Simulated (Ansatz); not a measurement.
# Ru (Ruthenium): how the settings move a relaxation

Aim: see which settings change the result for Ru (Ruthenium), by how much, and at what cost.

Computed with Ansatz 0.2.0 (reference: DFT, PBEsol, PAW with Ansatz's default frozen-core files, scalar-relativistic; relaxation of cell and atoms, unless a step's input says otherwise).

### 1 The system as given

It takes space group P6_3/mmc (No. 194, hexagonal). The conventional cell has a = 2.706 Å, b = 2.706 Å, c = 4.282 Å, α = 90.00°, β = 90.00°, γ = 120.00°. Around Ru (site symmetry -6m2) lie 12 Ru at 2.65 to 2.71 Å.

Coordinates:

```cif
data_structure
_symmetry_space_group_name_H-M 'P6_3/mmc'
_symmetry_Int_Tables_number 194
_cell_length_a 2.7058
_cell_length_b 2.7058
_cell_length_c 4.2819
_cell_angle_alpha 90.000
_cell_angle_beta 90.000
_cell_angle_gamma 120.000
_cell_volume 27.15
loop_
_atom_site_label
_atom_site_type_symbol
_atom_site_symmetry_multiplicity
_atom_site_Wyckoff_symbol
_atom_site_fract_x
_atom_site_fract_y
_atom_site_fract_z
_atom_site_occupancy
Ru1 Ru 2 c 0.33333 0.66667 0.25000 1
```

### 2 Reference

Contents of input.yaml:

```yaml
crystal:
  lattice:
    - [2.70580000002, 0.0, 0.0]
    - [-1.35290000001, 2.34329153757, 0.0]
    - [0.0, 0.0, 4.2819]
  atoms:
    - { symbol: Ru, position: [0.333333333333, 0.666666666667, 0.25] }
    - { symbol: Ru, position: [0.666666666667, 0.333333333333, 0.75] }
kpoints:
  mp_grid: { grid: [16, 16, 8] }
scf:
  occupations: { method: fermi_dirac, width: 0.1 }
hamiltonian:
  xc: pbesol
  pseudopotentials: { kind: paw }
relax:
  f_tol: 0.002
  max_steps: 80
  cell: {}
output:
  forces: true
  stress: true
```

Launch:

```bash
> ansatz run input.yaml --threads 1 --pin off --max-ram 3072MiB --backend cpu --events-out ev --progress --plain --runs-dir out
```

### 3 Changing settings: mixing.algorithm msr1, mixing.beta 0.2, hubbard.sites [{species: Ru, l: d, u_eff: 5.0}], hubbard.double_counting fll, xc_grid 2

Edit input.yaml of step 2 so:

```diff
@@ -12,2 +12,3 @@
   occupations: { method: fermi_dirac, width: 0.1 }
+  mixing: { algorithm: msr1, beta: 0.2 }
 hamiltonian:
@@ -15,2 +16,3 @@
   pseudopotentials: { kind: paw }
+  hubbard: { sites: [{ species: Ru, l: d, u_eff: 5.0 }], double_counting: fll }
 relax:
@@ -22 +24,3 @@
   stress: true
+basis:
+  xc_grid: 2
```

Q: Predict the outcome of this session. Wanted: for each run, ending; energy change; pressure; gap; force.

The runs gave:

```
                                                                                                                               run     ending                                        energy change  pressure (GPa)  gap (eV)  force (eV/Å)  cycles  time
                                                                                                                         reference  converged                                                    0             0.0      0.00          0.00      32  17 s
1: mixing.algorithm msr1, mixing.beta 0.2, hubbard.sites [{species: Ru, l: d, u_eff: 5.0}], hubbard.double_counting fll, xc_grid 2  converged  +5.02 eV/atom (U changed: no physical gain or loss)             0.0      0.00          0.00      31  34 s
```

**Reading.** Changing the mixing and Hubbard U moves the energy by +5.02 eV/atom, and the final volume goes from 26.65 to 26.37 Å³. The U term adds an energy of its own, so the shift says nothing about which run is better. Cost: 31 SCF cycles against 32, 34 s against 17 s. A changed U is a change of model: its shifts are not errors of convergence.
